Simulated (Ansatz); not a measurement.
# FH5O2Si2: the cost of one run

Program: Ansatz 0.2.0, Gaussian basis. Level of theory: functionals in def2-TZVPP, the program's frozen cores in correlated methods. These are calculated values, not measurements.

Levels to be run: PBE-D4, r2SCAN-D4, PBE0-D4, B3LYP-D4, ωB97X-V, ωB97M-V, B2PLYP; CCSD(T)/def2-TZVPP; MP2/def2-QZVPP; extrapolation to the limit.

## Step 1: The geometry

All runs share one geometry, relaxed beforehand with PBE0-D4 in a triple-zeta def2 set.

10 atoms, charge 0, spin multiplicity 1.

Atoms are counted from 1 here; the program's logs count them from 0.

Bond lengths: O1–Si2 1.637 Å, O1–H6 0.959 Å, Si2–O3 1.639 Å, Si2–H7 1.483 Å, Si2–H8 1.476 Å, O3–Si4 1.618 Å, Si4–F5 1.599 Å, Si4–H9 1.477 Å, Si4–H10 1.478 Å. Angles: Si2–O1–H6 118.5°, O1–Si2–O3 111.7°, O1–Si2–H7 111.3°, O1–Si2–H8 105.9°, O3–Si2–H7 106.8°, O3–Si2–H8 108.7°, H7–Si2–H8 112.4°, Si2–O3–Si4 144.3°, O3–Si4–F5 108.8°, O3–Si4–H9 108.9°, O3–Si4–H10 111.2°, F5–Si4–H9 107.8°, F5–Si4–H10 107.0°, H9–Si4–H10 113.0°.

## Step 2: PBE-D4 (GGA)

Contents of in.yaml:

```yaml
crystal:
  periodic: [false, false, false]
  atoms:
    - {symbol: O, position_ang: [-0.409309, -1.621914, 1.169453]}
    - {symbol: Si, position_ang: [-0.005994, -1.386763, -0.399254]}
    - {symbol: O, position_ang: [0.321078, 0.188864, -0.711988]}
    - {symbol: Si, position_ang: [0.355746, 1.675328, -0.073852]}
    - {symbol: F, position_ang: [-0.969193, 1.895483, 0.793157]}
    - {symbol: H, position_ang: [-1.253921, -1.291313, 1.479642]}
    - {symbol: H, position_ang: [-1.111050, -1.782797, -1.305043]}
    - {symbol: H, position_ang: [1.218943, -2.178589, -0.625679]}
    - {symbol: H, position_ang: [0.349133, 2.665641, -1.169140]}
    - {symbol: H, position_ang: [1.504558, 1.836049, 0.842705]}
basis:
  gaussian: {orbitals: def2-TZVPP}
hamiltonian: {xc: pbe, dispersion: d4}
output: {forces: true, orbitals: {seedname: orbitals}}
```

Run with:

```
$ ansatz run in.yaml --threads 2 --pin off --events-out ev --progress --plain --max-ram 22528MiB --backend cpu
```

What time and memory should one allow on 2 threads of AMD EPYC 7R13, shared host?

About 3.5 s, with a peak of 0.37 GiB.
